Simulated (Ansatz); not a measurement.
This script for Ansatz 0.2.0 through its Python package starts 8 runs on CHClI, SMILES Cl[CH]I. What input does the engine get in each?

Script `scan_chcli.py`:
```python
"""Potential curve of CHClI along one bond."""

import logging
import sys
import warnings

import ansatz as az
import numpy as np

logging.basicConfig(stream=sys.stdout, format="%(name)s: %(message)s")
log = logging.getLogger("ansatz_job")
log.setLevel(logging.INFO)

GEOMETRY = """
Cl   -1.51370    0.08040   -0.57490
C     0.05330    0.15700   -0.04620
I     0.88230   -1.40720    0.83930
H     0.63360    1.10950   -0.23860
"""


def main() -> None:
    warnings.simplefilter("ignore", az.DeckWarning)

    mol = az.Crystal.molecule()
    for line in GEOMETRY.strip().splitlines():
        symbol, *xyz = line.split()
        mol = mol.atom(symbol, [float(v) for v in xyz])

    symbols = [site.symbol for site in mol.cartesian_sites]
    start = np.array([site.position_ang for site in mol.cartesian_sites])
    axis = (start[3] - start[1]) / np.linalg.norm(start[3] - start[1])
    moving = [3]
    lengths, energies = [0.996, 1.041, 1.087, 1.132, 1.177, 1.222, 1.268, 1.336], []
    for length in lengths:
        xyz = start.copy()
        xyz[moving] += (length - np.linalg.norm(start[3] - start[1])) * axis
        point = az.Crystal.molecule()
        for symbol, place in zip(symbols, xyz):
            point = point.atom(symbol, place.tolist())
        setup = point.calculation()
        setup = setup.basis(gaussian="def2-SVP")
        setup = setup.correlation("mp2")
        setup = setup.spin("collinear", total=1)
        rep = setup.run(threads=1, pin="off").report
        energies.append(rep["free_energy_ev"])
        log.info(f"r = {length:6.3f} A  E = {energies[-1]:.5f} eV  <S^2> = {abs(rep['mean_field']['state']['spin_squared']):.3f}")

    # quartic fit about the minimum
    fit = np.polynomial.Polynomial.fit(lengths, np.array(energies) - min(energies), 4).convert()
    roots = [r.real for r in fit.deriv().roots() if abs(r.imag) < 1e-9 and fit.deriv(2)(r.real) > 0]
    r_e = min(roots, key=lambda r: abs(r - lengths[int(np.argmin(energies))]))
    log.info(f"minimum of the fit at {r_e:.4f} A, force constant {fit.deriv(2)(r_e):.2f} eV/A^2")


if __name__ == "__main__":
    main()
```

Run 1:
```yaml
crystal:
  periodic: [false, false, false]
  atoms:
    - { symbol: Cl, position_ang: [-1.5137, 0.0804, -0.5749] }
    - { symbol: C, position_ang: [0.0533, 0.157, -0.0462] }
    - { symbol: I, position_ang: [0.8823, -1.4072, 0.8393] }
    - { symbol: H, position_ang: [0.5639620659434648, 0.9951968254543341, -0.21551135875843977] }
basis:
  gaussian:
    orbitals: def2-SVP
magnetization:
  spin_polarized: true
  initial_magnetization: 1.0
correlation:
  method: mp2
```

Run 2, against run 1:
```diff
-    - { symbol: H, position_ang: [0.5639620659434648, 0.9951968254543341, -0.21551135875843977] }
+    - { symbol: H, position_ang: [0.5870341472360912, 1.0330671639537767, -0.2231609683408994] }
```

Run 3, against run 1:
```diff
-    - { symbol: H, position_ang: [0.5639620659434648, 0.9951968254543341, -0.21551135875843977] }
+    - { symbol: H, position_ang: [0.6106189414463314, 1.0717790655309851, -0.2309805692474137] }
```

Run 4, against run 1:
```diff
-    - { symbol: H, position_ang: [0.5639620659434648, 0.9951968254543341, -0.21551135875843977] }
+    - { symbol: H, position_ang: [0.6336910227389578, 1.1096494040304279, -0.2386301788298733] }
```

Run 5, against run 1:
```diff
-    - { symbol: H, position_ang: [0.5639620659434648, 0.9951968254543341, -0.21551135875843977] }
+    - { symbol: H, position_ang: [0.6567631040315843, 1.1475197425298707, -0.24627978841233297] }
```

Run 6, against run 1:
```diff
-    - { symbol: H, position_ang: [0.5639620659434648, 0.9951968254543341, -0.21551135875843977] }
+    - { symbol: H, position_ang: [0.6798351853242107, 1.1853900810293134, -0.2539293979947926] }
```

Run 7, against run 1:
```diff
-    - { symbol: H, position_ang: [0.5639620659434648, 0.9951968254543341, -0.21551135875843977] }
+    - { symbol: H, position_ang: [0.7034199795344511, 1.2241019826065216, -0.2617489989013069] }
```

Run 8, against run 1:
```diff
-    - { symbol: H, position_ang: [0.5639620659434648, 0.9951968254543341, -0.21551135875843977] }
+    - { symbol: H, position_ang: [0.7382844579321977, 1.2813282718945687, -0.2733084089370237] }
```

```console
$ python scan_chcli.py
ansatz_job: r =  0.996 A  E = -21625.41081 eV  <S^2> = 0.772
ansatz_job: r =  1.041 A  E = -21625.55682 eV  <S^2> = 0.772
ansatz_job: r =  1.087 A  E = -21625.60374 eV  <S^2> = 0.773
ansatz_job: r =  1.132 A  E = -21625.57197 eV  <S^2> = 0.774
ansatz_job: r =  1.177 A  E = -21625.48109 eV  <S^2> = 0.775
ansatz_job: r =  1.222 A  E = -21625.34504 eV  <S^2> = 0.776
ansatz_job: r =  1.268 A  E = -21625.17075 eV  <S^2> = 0.779
ansatz_job: r =  1.336 A  E = -21624.86666 eV  <S^2> = 0.783
ansatz_job: minimum of the fit at 1.0891 A, force constant 37.49 eV/A^2
```

Reading the output:
- Total energies depend on the basis set; only differences at equal settings carry meaning.
- The rest of the molecule is held rigid at a force-field or estimated start geometry, and the basis set is modest; single-reference methods fail as a bond breaks.
- def2 sets replace the cores of elements past krypton by effective core potentials.
- The run takes the species as open-shell (spin multiplicity 2), which needn't be its ground state.
- S² is that of the Hartree-Fock reference.
- Spin-orbit coupling of the heavy open-shell atom is left out.
- It ran for 8.9 s on 1 thread of Arm Neoverse V1, with other jobs on the host, peak memory 0.2 GiB.
